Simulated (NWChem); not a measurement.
**triplet AlClF2: levels of theory compared**

We compute a comparison of 3 runs (UHF/def2-SVPD, UPBE0/def2-SVPD, UMP2/def2-SVPD) of triplet AlClF2. 

The results are computed with NWChem 7.3.0.

5 further runs of the same task are left out: 1 that didn't finish, 4 set aside as unsound or not needed. Runs told in other sessions of the task aren't counted.

### 1 Starting point

AlClF2: 4 atoms, total charge 0, spin state triplet. SMILES of the parent species: `[F][Al]([F])[Cl]`. The shape is that of a PBE0-D4/def2-TZVP optimisation. That shape belongs to the parent species and isn't relaxed for this state.

Bond lengths: F1–Al2 1.631 Å, Al2–F3 1.631 Å, Al2–Cl4 2.061 Å. Angles: F1–Al2–F3 119.0°, F1–Al2–Cl4 120.5°, F3–Al2–Cl4 120.5°.

### 2 A single-point energy at UHF/def2-SVPD (run 1)

File alclf2.nw:

```
start alclf2
title "AlClF2"
memory stack 880 mb heap 220 mb global 1100 mb

geometry units angstrom noautosym nocenter noautoz
   F      0.997200     0.721760     1.149640
   Al     0.069280    -0.050750     0.053570
   F      0.273490    -1.653820    -0.164660
   Cl    -1.339980     0.982810    -1.038560
end

basis spherical bse
   * library def2-SVPD
end

scf
   triplet
   uhf
   thresh 1e-08
   maxiter 80
end

task scf energy
```

Command:

```
$ nwchem alclf2.nw > alclf2.out
```

Log:

```text
[...]
  functions       =    97
[...]
  wavefunction    = UHF
[...]
         Total SCF energy =   -899.899464922447
      One electron energy =  -1644.174479467752
      Two electron energy =    545.927065007782
 Nuclear repulsion energy =    198.347949537523
                       Sz =      1.0000
                 Sz(Sz+1) =      2.0000
                      S^2 =      2.0100
[...]
```

Run time: 30 s. Hardware: 1 thread of AMD EPYC 9B45 (Zen 5), shared host; peak memory 0.099 GiB.

### 3 The energy at UPBE0/def2-SVPD (run 2)

File run.py:

```python
from ase import Atoms
from ase.calculators.nwchem import NWChem

molecule = Atoms(['F', 'Al', 'F', 'Cl'], positions=[
    [0.997200, 0.721760, 1.149640],
    [0.069280, -0.050750, 0.053570],
    [0.273490, -1.653820, -0.164660],
    [-1.339980, 0.982810, -1.038560],
])

calc = NWChem(
    label='alclf2',
    theory='dft',
    memory='2200 mb',
    basis='def2-SVPD',
    basispar='spherical bse',
    dft={'xc': 'pbe0', 'mult': '3', 'grid': 'fine', 'convergence': 'energy 1e-08', 'iterations': '100', 'mulliken': None},
    task='energy',
)
molecule.calc = calc

print(f"energy = {molecule.get_potential_energy():.6f} eV")
```

Command:

```
$ export ASE_NWCHEM_COMMAND="nwchem PREFIX.nwi > PREFIX.nwo"
$ python run.py
```

Log:

```text
energy = -24530.024508 eV
```

The calculator wrote alclf2.nwi:

```
title "alclf2"

permanent_dir alclf2

scratch_dir alclf2

start alclf2

geometry units angstrom nocenter noautosym noautoz
  F  9.9719999999999998e-01 7.2175999999999996e-01 1.1496400000000000e+00
  Al 6.9279999999999994e-02 -5.0750000000000003e-02 5.3570000000000000e-02
  F  2.7349000000000001e-01 -1.6538200000000001e+00 -1.6466000000000000e-01
  Cl -1.3399799999999999e+00 9.8280999999999996e-01 -1.0385599999999999e+00
end

memory 2200 mb

basis spherical bse noprint
   * library def2-SVPD
end

dft
  xc pbe0
  mult 3
  grid fine
  convergence energy 1e-08
  iterations 100
  mulliken
end

task dft energy
```

alclf2.nwo:

```text
Northwest Computational Chemistry Package (NWChem) 7.3.0
             --------------------------------------------------------

           Job information
           ---------------

    nwchem branch   = 7.3.0
    use scalapack   = T
    input           = alclf2.nwi
    prefix          = alclf2.
    data base       = alclf2/alclf2.db
    status          = startup
    nproc           =        1

           Memory information
           ------------------

[... 5 lines left out ...]
    hardfail = no
[... 37 lines left out ...]
            Nuclear Dipole moment (a.u.)
[... 72 lines left out ...]
          Convergence on density requested:  1.00D-05
[... 26 lines left out ...]
          Convergence aids based upon iterative change in
[... 29 lines left out ...]
 2-e energy   =     545.467219
[... 52 lines left out ...]
           Coulomb energy =      612.066557983728
[... 696 lines left out ...]
                     DFT Final Beta Molecular Orbital Analysis
[... 790 lines left out ...]
     Multipole analysis of the density
     ---------------------------------

     L   x y z        total         alpha         beta         nuclear
     -   - - -        -----         -----         ----         -------
     0   0 0 0     -0.000000    -25.000000    -23.000000     48.000000

     1   1 0 0     -1.127757     10.451644      8.154648    -19.734049
[... 8 lines of this table left out ...]
     2   0 0 2    -26.754218    -72.960129    -62.756863    108.962775

 Task  times  cpu:       64.5s     wall:       64.5s
 Total times  cpu:       64.5s     wall:       64.5s
```

Wall time 65 s (1 thread of AMD EPYC 9B45 (Zen 5), shared host); peak memory 0.12 GiB.

### 4 The energy at UMP2/def2-SVPD (run 3)

File m1.nw:

```
START m1
memory stack 880 mb heap 220 mb global 1100 mb
charge 0

GEOMETRY units angstroms noautosym nocenter noautoz
  F     0.997200    0.721760    1.149640
  Al    0.069280   -0.050750    0.053570
  F     0.273490   -1.653820   -0.164660
  Cl   -1.339980    0.982810   -1.038560
END

BASIS "ao basis" spherical bse
  * library def2-SVPD
END

SCF
  triplet
  uhf
  thresh 1e-08
  maxiter 80
  noprint "final vectors analysis"
END

MP2
  freeze core 12
  tight
END

TASK mp2 energy
```

Command:

```
$ nwchem m1.nw > m1.out
```

Log:

```text
[...]
  functions       =    97
[...]
  wavefunction    = UHF
[...]
         Total SCF energy =   -899.899464922447
      One electron energy =  -1644.174479467752
      Two electron energy =    545.927065007782
 Nuclear repulsion energy =    198.347949537523
                       Sz =      1.0000
                 Sz(Sz+1) =      2.0000
                      S^2 =      2.0100
[...]
          Total MP2 energy          -900.478936995650
[...]
```

It took 32 s on 1 thread of AMD EPYC 9B45 (Zen 5), shared host; peak memory 0.26 GiB.

### 5 Overview of the runs

| run | level | iteration cap | module | energy (Eh) | dipole moment (D) of the reference | HOMO energy (eV) | ⟨S²⟩ | wall time |
| --- | --- | --- | --- | --- | --- | --- | --- | --- |
| 1 | UHF/def2-SVPD | 80 | scf | -899.899465 | 5.58 | -5.10 | 2.010 | 30 s |
| 2 | UPBE0/def2-SVPD | 100 | dft | -901.461781 | 4.19 | -3.81 | 2.005 | 65 s |
| 3 | UMP2/def2-SVPD | 80 | mp2 | -900.478937 | – | – | 2.010 | 32 s |

### 6 Outcome

```
                                           quantity          value
                                run 3: total energy  -900.47894 Eh
run 3: correlation energy (12 core orbitals frozen)     -579.5 mEh
           run 3: ⟨S²⟩ of the reference determinant          2.010
```

All runs together took 2.1 min, the longest 65 s.
